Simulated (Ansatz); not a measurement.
**CH5BN2: basis-set convergence**

One table from this session's results is given with a row withheld; the runs are named, their logs left out.

Program: Ansatz 0.2.0, Gaussian basis. Level of theory: one geometry, several basis sets. These are calculated values, not measurements.

Levels to be run: PBE0-D4/def2-SVP; ωB97M-V/def2-SVP; PBE0-D4/def2-QZVPP; ωB97M-V/def2-QZVPP; the functionals' def2-TZVPP values are taken from earlier runs.

### The relaxed structure

The geometry comes from an earlier relaxation with PBE0-D4 in a triple-zeta def2 set; it is a stationary point, not always the lowest conformer.

SMILES `N=CBN`, 9 atoms, charge 0, spin multiplicity 1.

Atoms are counted from 1 here; the program's logs count them from 0.

Bond lengths: N1–C2 1.273 Å, N1–H5 1.022 Å, C2–B3 1.572 Å, C2–H6 1.106 Å, B3–N4 1.388 Å, B3–H7 1.194 Å, N4–H8 1.005 Å, N4–H9 1.007 Å. Angles: C2–N1–H5 111.4°, N1–C2–B3 120.7°, N1–C2–H6 120.6°, B3–C2–H6 118.7°, C2–B3–N4 118.9°, C2–B3–H7 121.2°, N4–B3–H7 119.9°, B3–N4–H8 123.2°, B3–N4–H9 123.3°, H8–N4–H9 113.5°.

The first run:

in.yaml

```yaml
crystal:
  periodic: [false, false, false]
  atoms:
    - {symbol: N, position_ang: [0.017043, 1.277105, -1.640298]}
    - {symbol: C, position_ang: [-0.198003, 0.789183, -0.484017]}
    - {symbol: B, position_ang: [0.361377, -0.626919, -0.092834]}
    - {symbol: N, position_ang: [0.102559, -1.123681, 1.177059]}
    - {symbol: H, position_ang: [-0.410193, 2.200616, -1.739968]}
    - {symbol: H, position_ang: [-0.782759, 1.353820, 0.265381]}
    - {symbol: H, position_ang: [0.999865, -1.274869, -0.866380]}
    - {symbol: H, position_ang: [0.428264, -2.020139, 1.494806]}
    - {symbol: H, position_ang: [-0.429652, -0.621415, 1.869149]}
basis:
  gaussian: {orbitals: def2-SVP}
hamiltonian: {xc: pbe0, dispersion: d4}
output: {orbitals: {seedname: orbitals}}
```

Started as:

```bash
$ ansatz run in.yaml --threads 2 --pin off --events-out ev --progress --plain --max-ram 4352MiB
```

Steps of the session up to this table: PBE0-D4 in def2-SVP; ωB97M-V in def2-SVP; PBE0-D4 in def2-QZVPP; ωB97M-V in def2-QZVPP.

One of the session's tables, all rows but one given; the rest of the session is left out.

It belongs to the step «Functionals by basis». 

| functional | basis | HOMO (eV) |
| --- | --- | --- |
| PBE0-D4 | def2-SVP | -6.91 |
| PBE0-D4 | def2-TZVPP | ? |
| PBE0-D4 | def2-QZVPP | -7.23 |
| ωB97M-V | def2-SVP | -9.28 |
| ωB97M-V | def2-TZVPP | -9.58 |
| ωB97M-V | def2-QZVPP | -9.62 |

**Question.** Estimate the row for PBE0-D4, def2-TZVPP.

The run gave: HOMO (eV): -7.19. In the column «HOMO (eV)» it lies between PBE0-D4, def2-QZVPP (-7.23) and PBE0-D4, def2-SVP (-6.91).
